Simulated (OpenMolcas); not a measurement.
**W³⁺ among point charges: CASSCF levels and susceptibility**

Aim: the splitting of the states of W³⁺ in the field of 4 point charges, its lowest levels with spin-orbit coupling and its magnetic susceptibility.

Method: state-averaged CASSCF, spin-orbit coupling by RASSI with atomic mean-field integrals. Code: OpenMolcas 26.06.

1 further run of the same task is left out (it didn't finish).

## (1) Starting point

- Species: W³⁺ (tungsten, Z = 74, 71 electrons)
- Basis: ANO-RCC-VTZP [8s7p5d3f2g1h], 104 functions
- Scalar Hamiltonian: DKH2, point nucleus
- Inactive shells: 1s 2s 2p 3s 3p 3d 4s 4p 4d 4f 5s 5p
- Active space: 3 electrons in 5 orbitals (5d)
- Some configurations of this space: 5d3
- Orbitals: optimised for each spin and parity, averaged over all roots

Outer shells as boxes (Hund's rule):

5d3
```
5d [↑ ][↑ ][↑ ][  ][  ]
```

The ion sits among 4 point charges of -2.5 e arranged as a square (D4h), 1.98 Å from the ion. The active orbitals were held to one l.

The work runs as a chain of OpenMolcas steps in one folder; each step below is one input file. Labels, J, g values, rates, χT and fits are worked out afterwards by a script from the matrices that RASSI stores. The input lists half of the charges; inversion (Group=XYZ) makes the rest.

## (2) One- and two-electron integrals

a.inp

```
&GATEWAY
Coord
1

W 0.0 0.0 0.0
Basis=ANO-RCC-VTZP
Group=XYZ
NoMove
AngMom=0.0 0.0 0.0
AMFI
XField
2 Angstrom 0
1.980000 0.000000 0.000000 -2.500000
0.000000 1.980000 0.000000 -2.500000
&SEWARD
```

Command:

```console
> OMP_NUM_THREADS=1 MOLCAS_MEM=1689 MOLCAS_PROJECT=a pymolcas a.inp > a.log
```

## (3) CASSCF: quartets of even parity, 10 roots

a.inp

```
&RASSCF
FileOrb=start.orb
Symmetry=1
Spin=4
nActEl=3 0 0
Inactive=15 19
Ras2=5 0
CIRoot=10 10 1
SDav=10
CIMx=300
Iter=120 100
PrWF=0.3
OrbListing=Nothing
MaxOrb=0
SupSym
1
25 4 5 6 7 8 10 11 12 13 14 16 17 18 19 20 24 25 26 27 28 29 30 31 32
33
0
>>> COPY $Project.JobIph JOB001
```

start.orb holds the contracted functions of the basis, ordered by shell, or the orbitals of the step before.

## (4) Reference wave functions, doublets of even parity, 40 roots

a.inp

```
&RASSCF
FileOrb=start.orb
Symmetry=1
Spin=2
nActEl=3 0 0
Inactive=15 19
Ras2=5 0
CIRoot=40 40 1
SDav=40
CIMx=300
Iter=120 100
PrWF=0.3
OrbListing=Nothing
MaxOrb=0
SupSym
1
25 4 5 6 7 8 10 11 12 13 14 16 17 18 19 20 24 25 26 27 28 29 30 31 32
33
0
>>> COPY $Project.JobIph JOB002
```

## (5) State interaction with spin-orbit coupling

a.inp

```
&RASSI
NrOfJobIphs=2 10 40
1 2 3 4 5 6 7 8 9 10
1 2 3 4 5 6 7 8 9 10 11 12 13 14 15 16 17 18 19 20 21 22 23 24 25 26 27
28 29 30 31 32 33 34 35 36 37 38 39 40
IphNames
JOB001
JOB002
EJob
SpinOrbit
DIPRint=1.0
SOCoupling=1000.0
Subsets=2
Property=9
'ANGMOM' 1 'ANGMOM' 2 'ANGMOM' 3 'MLTPL  1' 1 'MLTPL  1' 2 'MLTPL  1' 3
'AMFI' 1 'AMFI' 2 'AMFI' 3
SOProperty=3
'ANGMOM' 1 'ANGMOM' 2 'ANGMOM' 3
```

**Question.** What will these runs give? Wanted: spin-free ground state; first state of the same spin within the active space; lowest level; next level.

As calculated:

| quantity | value |
| --- | --- |
| method | CASSCF |
| spin-free ground state | 4A2, 1-fold in its orbital part |
| first state of the same spin within the active space | 4B1 at 15300 cm⁻¹ |
| lowest level | 2-fold E3/2, g = 0.05, 0.05, 5.62 |
| next level | 965.1 cm⁻¹ |
| χT at 300 K | 1.24 cm³ K/mol |
| effective moment at 300 K | 3.15 μB |

The spin-free ground state (4A2) comes to 76 % from free-ion P terms and keeps the highest spin of the shell. χT at 300 K is 1.24, against 1.88 cm³ K/mol for the spin alone, so spin-orbit coupling lowers it. The field of point charges can differ much from that of real complexes. Point charges carry no covalency, so the field is a model and not that of real ligands.
